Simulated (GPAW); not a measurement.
Runs of GPAW 26.7.0 on Pb2O. Symmetry: Pn-3m, No. 224, cubic system. Conventional cell: a = 5.380 Å, b = 5.380 Å, c = 5.380 Å, α = 90.00°, β = 90.00°, γ = 90.00°. Pb (site symmetry -3m) is surrounded by 2 O at 2.33 Å. O (site symmetry -43m) has 4 Pb at 2.33 Å as nearest neighbours. 

| task | level | potentials or basis | k mesh | cutoff (eV) | maxiter | convergence | gap on the mesh (eV) | pressure (GPa) | V0 of scaled cells (Å³/atom) | B0 (GPa) |
| --- | --- | --- | --- | --- | --- | --- | --- | --- | --- | --- |
| single point | PBEsol | PAW data sets generated in the run's folder for this functional, pw | 5 × 5 × 5 | 800 | 150 | - | none | -0.4 | - | - |
| equation of state | PBEsol | PAW data sets generated in the run's folder for this functional, pw | 5 × 5 × 5 | 800 | 150 | - | - | - | (a) | 54 |
| single point | TB-mBJ | GPAW PAW data sets for LDA (gpaw-data 1.2.1), pw | 4 × 4 × 4 | 800 | 150 | - | none | - | - | - |
| equation of state | LDA | the program's PAW data sets (release 1.2.1) made for this functional, pw | 4 × 4 × 4 | 800 | 150 | - | - | - | 24.90 | 61 |
| single point | LDA | the program's PAW data sets (release 1.2.1) made for this functional, pw | 4 × 4 × 4 | 600 | 120 | default | none | (b) | - | - |

Alike in all rows: no spin polarisation; cell as given; smearing fermi-dirac 0.05 eV.

Estimate the missing entries.

(a) 25.76; (b) -3.5.

Caveats: a model potential gives levels but no total energy (some runs); the PAW data sets were made with another functional, which shifts forces and pressure a little (some runs); the cutoff is short for stress and forces, so pressures can be off by a GPa or more (some runs).

A k mesh can miss the band edges, and the runs leave out spin-orbit coupling on Pb.

A gap of «none» marks a metal or a gap under the smearing width.

Runs at the PBE level aren't shown here.
